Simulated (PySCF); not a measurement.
# [WO3(OH)]−: other functionals and bases at one geometry

Aim: see how levels, charges and forces of [WO3(OH)]− depend on the level of theory. The structure is generated, not taken from experiment.

Program: PySCF 2.14.0. Level of theory: several levels, as the steps say, no spin–orbit coupling. These are calculated values, not measurements.

4 further runs of the same task are left out: 2 for a known fault of the program, 1 that didn't finish, 1 set aside as unsound or not needed.

## Step 1: Where the work starts

6 atoms, charge -1, spin multiplicity 1.

Bond lengths: W1–O2 1.759 Å, W1–O3 1.759 Å, W1–O4 1.758 Å, W1–O5 1.956 Å, O5–H6 0.966 Å. Angles: O2–W1–O3 108.6°, O2–W1–O4 110.4°, O2–W1–O5 109.2°, O3–W1–O4 110.4°, O3–W1–O5 109.2°, O4–W1–O5 108.9°, W1–O5–H6 114.4°.

Geometry (Å):

```xyz
6

W     0.0084   -0.0084   -0.0601
O     0.9412    1.0788    0.9606
O    -1.0788   -0.9412    0.9606
O     1.0774   -1.0774   -0.9564
O    -1.0448    1.0448   -1.3286
H    -1.6624    1.6624   -0.9170
```

Formal oxidation states: W +6. An earlier session relaxed this geometry at r2SCAN, W def2-SVP with ECP60, O def2-SVP, H def2-SVP (singlet, point group Cs).

At r2SCAN on the finer grid: E = -368.526893 Eh, HOMO -1.50 eV, LUMO 3.93 eV, Mulliken charge on W1 +0.89 e, largest force component 0.032 eV/Å. 

Levels to run: B3LYP; TPSSh; PBE0; BLYP; r2SCAN, TZVP; r2SCAN, x2c-SVP. Hardware: 2 threads of Arm Neoverse V1, shared host.

## Step 2: B3LYP

Contents of run.py (the lines that set the calculation):

```python
mol = gto.M(atom='''
W      0.00837    -0.00837    -0.06006
O      0.94117     1.07881     0.96064
O     -1.07881    -0.94117     0.96064
O      1.07740    -1.07740    -0.95640
O     -1.04477     1.04477    -1.32856
H     -1.66242     1.66242    -0.91704''',
    basis={'W': 'def2-SVP', 'O': 'def2-SVP', 'H': 'def2-SVP'},
    ecp={'W': 'def2-SVP'},
    charge=-1, spin=0)
mf = dft.RKS(mol, xc='B3LYP')
mf.grids.atom_grid = (75, 302)
mf = mf.density_fit()  # fitting sets: W def2-universal-JKFIT, O def2-universal-JKFIT, H def2-universal-JKFIT
mf.conv_tol = 1e-08; mf.max_cycle = 55
mf.kernel(dm0)  # dm0: the density of the relaxed state
```

The run is started by

```console
OMP_NUM_THREADS=2 python run.py
```

## Step 3: TPSSh

Changes to run.py (the lines that set the calculation) since step 2:

```diff
@@ -10,3 +10,3 @@
     charge=-1, spin=0)
-mf = dft.RKS(mol, xc='B3LYP')
+mf = dft.RKS(mol, xc='TPSSH')
 mf.grids.atom_grid = (75, 302)
```

## Step 4: PBE0

Changes to run.py (the lines that set the calculation) since step 3:

```diff
@@ -10,3 +10,3 @@
     charge=-1, spin=0)
-mf = dft.RKS(mol, xc='TPSSH')
+mf = dft.RKS(mol, xc='PBE0')
 mf.grids.atom_grid = (75, 302)
```

## Step 5: BLYP

Changes to run.py (the lines that set the calculation) since step 4:

```diff
@@ -10,3 +10,3 @@
     charge=-1, spin=0)
-mf = dft.RKS(mol, xc='PBE0')
+mf = dft.RKS(mol, xc='BLYP')
 mf.grids.atom_grid = (75, 302)
```

## Step 6: r2SCAN, TZVP

Basis: W def2-TZVP with ECP60, O def2-TZVP, H def2-TZVP. 

Contents of run.py (the lines that set the calculation):

```python
mol = gto.M(atom='''
W      0.00837    -0.00837    -0.06006
O      0.94117     1.07881     0.96064
O     -1.07881    -0.94117     0.96064
O      1.07740    -1.07740    -0.95640
O     -1.04477     1.04477    -1.32856
H     -1.66242     1.66242    -0.91704''',
    basis={'W': 'def2-TZVP', 'O': 'def2-TZVP', 'H': 'def2-TZVP'},
    ecp={'W': 'def2-TZVP'},
    charge=-1, spin=0)
mf = dft.RKS(mol, xc='R2SCAN')
mf.grids.atom_grid = (75, 302)
mf = mf.density_fit()  # fitting sets: W def2-universal-JKFIT, O def2-universal-JKFIT, H def2-universal-JKFIT
mf.conv_tol = 1e-08; mf.max_cycle = 55
mf.kernel(dm0)  # dm0: free metal ions and neutral atoms
```

## Step 7: r2SCAN, x2c-SVP

Basis: W x2c-SVPall, O x2c-SVPall, H x2c-SVPall. All electrons are treated, with the spin-free X2C Hamiltonian.

Contents of run.py (the lines that set the calculation):

```python
mol = gto.M(atom='''
W      0.00837    -0.00837    -0.06006
O      0.94117     1.07881     0.96064
O     -1.07881    -0.94117     0.96064
O      1.07740    -1.07740    -0.95640
O     -1.04477     1.04477    -1.32856
H     -1.66242     1.66242    -0.91704''',
    basis={'W': 'x2c-SVPall', 'O': 'x2c-SVPall', 'H': 'x2c-SVPall'},
    nucmod='G',
    charge=-1, spin=0)
mf = dft.RKS(mol, xc='R2SCAN')
mf.grids.atom_grid = (99, 590)
mf = mf.density_fit()  # fitting sets: W AutoAux, O AutoAux, H AutoAux
mf = mf.sfx2c1e()
mf.conv_tol = 1e-08; mf.max_cycle = 55
mf.kernel(dm0)  # dm0: free metal ions and neutral atoms
```

Q: Predict the outcome of this session. Wanted: for each run, HOMO; gap; charge on W1; dipole; largest force.

As calculated:

| level | state | HOMO (eV) | gap (eV) | charge on W1 (e) | dipole (D) | largest force (eV/Å) | basis functions | time |
| --- | --- | --- | --- | --- | --- | --- | --- | --- |
| r2SCAN (relaxed here) | singlet | -1.50 | 5.43 | 0.89 | 3.28 | 0.03 | 93 | 22 s |
| B3LYP | singlet | -2.42 | 6.39 | 0.85 | 3.28 | 0.17 | 93 | 4.5 s |
| TPSSh | singlet | -1.84 | 5.86 | 0.89 | 3.27 | 0.12 | 93 | 6.1 s |
| PBE0 | singlet | -2.75 | 7.04 | 0.91 | 3.32 | 0.39 | 93 | 4.1 s |
| BLYP | singlet | -0.91 | 4.46 | 0.64 | 3.17 | 0.63 | 93 | 4.7 s |
| r2SCAN, TZVP | singlet | -1.71 | 5.38 | 1.40 | 3.24 | 0.17 | 170 | 18 s |
| r2SCAN, x2c-SVP | singlet | -1.67 | 5.19 | 0.78 | 3.18 | 0.66 | 127 | 36 s |

Times are on 2 threads of Arm Neoverse V1, shared host; the first row also made further properties. The dipole of a charged species depends on the origin, so these sizes hold for this origin alone.

In one basis the HOMO–LUMO gap runs from 4.46 eV (BLYP) to 7.04 eV (PBE0). The largest leftover force, 0.66 eV/Å with r2SCAN, x2c-SVP, stands at a geometry relaxed at another level. The Mulliken charge on W spans +0.64 to +1.40 e over the levels. Total energies of different levels can't be compared. Spin–orbit coupling is left out throughout.
